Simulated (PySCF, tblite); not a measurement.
# C₄H₇O₃S radical: geometry, infrared bands and EPR parameters

Wanted: the infrared bands and EPR parameters of C₄H₇O₃S radical (`C=C[C@H]([CH]O)[SH](=O)=O`), by calculation.

Computed with tblite 0.8.0 and PySCF 2.14.0, with density-fitted response routines of our own, on a single molecule in the gas phase. Atoms count from 0, in the outputs and in this text.

## (1) The starting structure

15 atoms, charge 0, multiplicity 2; geometry from: force field or distance geometry start.

Bonds of the start (Å): C0–C1 1.33, C1–C2 1.51, C2–C3 1.48, C3–O4 1.36, C2–S5 1.81, S5–O6 1.45, S5–O7 1.46, C0–H8 1.09, C0–H9 1.08, C1–H10 1.10, C2–H11 1.10, C3–H12 1.10, O4–H13 0.98, S5–H14 1.36.

## (2) Optimising the geometry with GFN2-xTB

The job: settings as JSON, then the geometry in Å.

```
{"job": {"kind": "relax", "xc": "GFN2-xTB", "basis": "xTB"}, "charge": 0, "multiplicity": 2}
C     -2.094100    -1.189800    -0.100600
C     -1.065300    -0.570400     0.470800
C      0.040900     0.138400    -0.269000
C      1.340700    -0.556800    -0.163800
O      2.058500    -0.830800    -1.281700
S      0.245600     1.791800     0.429400
O     -0.845700     2.651700     0.017000
O      0.646100     1.695000     1.832200
H     -2.856500    -1.683100     0.502800
H     -2.233100    -1.211100    -1.173800
H     -0.995000    -0.583800     1.566800
H     -0.240800     0.290200    -1.321900
H      1.792700    -0.880600     0.781500
H      2.867600    -1.354000    -1.113000
H      1.334000     2.301300    -0.198600
```

On the command line:

```bash
> OMP_NUM_THREADS=1 python probes_run.py task.json out
```

This one command runs all jobs of the session in turn.

**Question.** This job is followed by: GFN2-xTB harmonic vibrations, gas phase; UKS B3LYP, pcH-1 on C H O S, non-relativistic, mean-field spin-orbit, GIAO. Predict these results of the whole session: strongest single infrared mode (GFN2-xTB); zero-point energy (GFN2-xTB); g(iso) (B3LYP); ⟨S²⟩; largest a(iso); potential on the surface of density 0.002 e/bohr³, 1st and 99th percentile.

The runs gave:

```
                                                                  quantity                  value
                                 strongest single infrared mode (GFN2-xTB)  1570 cm⁻¹, 707 km/mol
                                              zero-point energy (GFN2-xTB)          63.7 kcal/mol
                                                            g(iso) (B3LYP)                2.00443
                                                                      ⟨S²⟩     0.767 (exact 0.75)
                                                            largest a(iso)   1H on H14, 327.9 MHz
potential on the surface of density 0.002 e/bohr³, 1st and 99th percentile     -1.49 V and 1.50 V
```

What this shows: Relaxing lowered the energy by 0.645 eV in 241 steps; the close pair that moved most is C2–S5, from 1.806 to 3.274 Å. The frame itself reshapes: C2···S5 goes from 1.81 to 3.27 Å. No mode is imaginary among the 39: a minimum at this level. The strongest single mode, at 1570 cm⁻¹, has its largest shares on H14, C3 and C2 (the list is cut at 3 atoms). Unscaled tight-binding wavenumbers are off by several per cent, some by more. Its intensities can rank the bands wrongly. The structure rearranged or came apart on optimisation; the results belong to the end geometry, not to the formula as drawn. The largest spin populations lie on C2 (0.23 e), C0 (0.22 e), S5 (0.18 e), O6 (0.18 e), O7 (0.17 e). The isotropic g lies 2.1 ppt above the free-electron value. These values are for one conformer; the search (at its own cheap level) found 2 more, at 0.01, 2.39 kcal/mol (those within 0.05 may be mirror or relabelled copies), and measured spectra average over such forms.
